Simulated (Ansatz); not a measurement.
Nudged elastic band run: Be

input.yaml

```yaml
crystal:
  lattice:
    - [-2.29, -3.966396, 0.0]
    - [3.435, -1.983198, 0.0]
    - [0.0, 0.0, 7.17686]
  atoms:
    - { symbol: Be, position: [0.64161309, 0.6114059, 0.02619095] }
    - { symbol: Be, position: [0.51686181, 0.33076384, 0.25306117] }
    - { symbol: Be, position: [0.80753687, 0.48132898, 0.51427811] }
    - { symbol: Be, position: [0.5358208, 0.37308271, 0.74084453] }
    - { symbol: Be, position: [0.59593534, 0.10285342, 0.00554929] }
    - { symbol: Be, position: [0.29279764, 0.81542574, 0.21779222] }
    - { symbol: Be, position: [0.50106111, -0.01251136, 0.50339178] }
    - { symbol: Be, position: [0.19701993, 0.70023762, 0.71536354] }
    - { symbol: Be, position: [0.25771714, 0.43057636, -0.0197487] }
    - { symbol: Be, position: [-0.01362881, 0.32230965, 0.20723233] }
    - { symbol: Be, position: [0.27700574, 0.47221882, 0.46839844] }
    - { symbol: Be, position: [-0.10334134, 0.40215089, 0.86064104] }
    - { symbol: Be, position: [0.03616663, -0.07717829, -0.0261081] }
    - { symbol: Be, position: [0.76223119, 0.83821977, 0.25720052] }
    - { symbol: Be, position: [0.03185517, -0.03488826, 0.46412653] }
    - { symbol: Be, position: [0.75741693, 0.88082614, 0.74724757] }
    - { symbol: Be, position: [0.15205027, 0.19169766, 0.69554155] }
basis:
  ecutwfc: 500.0
kpoints:
  mp_grid: { grid: [5, 5, 3] }
hamiltonian:
  xc: r2scan
scf:
  occupations: { method: gaussian, width: 0.15 }
  lower_state_search: "off"
neb:
  images: 5
  f_tol: 0.05
  initial_path: idpp
  max_iterations: 14
  final_atoms:
    - { symbol: Be, position: [0.69182501, 0.48290825, -0.013991] }
    - { symbol: Be, position: [0.51431575, 0.32393861, 0.29383424] }
    - { symbol: Be, position: [0.8580477, 0.61313285, 0.47469642] }
    - { symbol: Be, position: [0.6028846, 0.4033593, 0.63989846] }
    - { symbol: Be, position: [0.46779852, -0.03258485, 0.03672553] }
    - { symbol: Be, position: [0.20730135, 0.81730978, 0.28269064] }
    - { symbol: Be, position: [0.4633996, -0.07569491, 0.52667392] }
    - { symbol: Be, position: [0.30302422, 0.70170984, 0.78540504] }
    - { symbol: Be, position: [0.22272452, 0.47384543, 0.03233685] }
    - { symbol: Be, position: [-0.01638858, 0.33265136, 0.24766957] }
    - { symbol: Be, position: [0.24192097, 0.43181464, 0.52033958] }
    - { symbol: Be, position: [-0.03610685, 0.37445514, 0.7594207] }
    - { symbol: Be, position: [-0.00114431, -0.01036021, -0.00290449] }
    - { symbol: Be, position: [0.73820088, 0.8392019, 0.24302493] }
    - { symbol: Be, position: [-0.09749509, 0.10509512, 0.49430455] }
    - { symbol: Be, position: [0.74268713, 0.88212064, 0.75298534] }
    - { symbol: Be, position: [0.34798301, 0.19367568, 0.80516379] }
  order_check: false
```

Launched with:

```bash
$ ansatz run input.yaml --threads 2 --pin off --max-ram 5120MiB --backend cpu --events-out ev --progress --plain --runs-dir out
```

Output, in part (warnings, iteration lines):

```
NEB end point (image 0): max|allowed force component| = 2.384e-2 eV/Å (the criterion of neb.relax_end_points is 1.000e-2)
NEB end point (image 6): max|allowed force component| = 9.225e-3 eV/Å (the criterion of neb.relax_end_points is 1.000e-2)
NEB iter   1: max|band force component| = 3.000e0 eV/Å  barrier→ = 1.6573 eV  barrier← = 1.6574 eV  Δτ_max = 0.1345 Å  (42 SCF iters)
NEB iter   2: max|band force component| = 1.580e0 eV/Å  barrier→ = 0.9212 eV  barrier← = 0.9213 eV  Δτ_max = 0.1475 Å  (27 SCF iters)
NEB iter   3: max|band force component| = 2.502e-1 eV/Å  barrier→ = 0.6284 eV  barrier← = 0.6285 eV  CI = image 3  Δτ_max = 0.0231 Å  (28 SCF iters)
NEB iter   4: max|band force component| = 1.267e-1 eV/Å  barrier→ = 0.6168 eV  barrier← = 0.6169 eV  CI = image 3  Δτ_max = 0.0402 Å  (25 SCF iters)
NEB iter   5: max|band force component| = 5.801e-2 eV/Å  barrier→ = 0.6148 eV  barrier← = 0.6150 eV  CI = image 3  Δτ_max = 0.0259 Å  (25 SCF iters)
NEB iter   6: max|band force component| = 5.946e-2 eV/Å  barrier→ = 0.6126 eV  barrier← = 0.6128 eV  CI = image 3  Δτ_max = 0.0130 Å  (25 SCF iters)
NEB iter   7: max|band force component| = 4.471e-2 eV/Å  barrier→ = 0.6112 eV  barrier← = 0.6113 eV  CI = image 3  Δτ_max = 0.0180 Å  (25 SCF iters)
NEB iter   8: max|band force component| = 4.116e-2 eV/Å  barrier→ = 0.6092 eV  barrier← = 0.6093 eV  CI = image 3  Δτ_max = 0.0000 Å  (5 SCF iters)
```

It converged. The band force fell under the threshold earlier too, but the program's further tests of the path sent the band on. The order of the stationary point at the top wasn't checked. Limits of this set-up: coarse k mesh, a small cell, in which the defect meets its images.

Final band (atoms are numbered from 1 in the order of the input):

```csv
image,path coordinate (Å),energy (eV),Be4–Be5 (Å),Be4–Be9 (Å),Be5–Be12 (Å)
0,0.00,0.00,2.20,2.15,2.09
1,0.49,0.15,2.23,2.32,2.21
2,0.99,0.47,2.35,2.60,2.30
3,1.49,0.61,2.54,2.90,2.44
4,1.99,0.47,2.84,3.07,2.86
5,2.49,0.15,3.15,3.21,3.25
6,2.98,0.00,3.39,3.32,3.42
```

Run time: 16 min on 2 threads of Intel(R) Xeon(R) Platinum 8259CL CPU @ 2.50GHz (Skylake/Cascade Lake), on a shared host, peak memory 1.5 GiB.
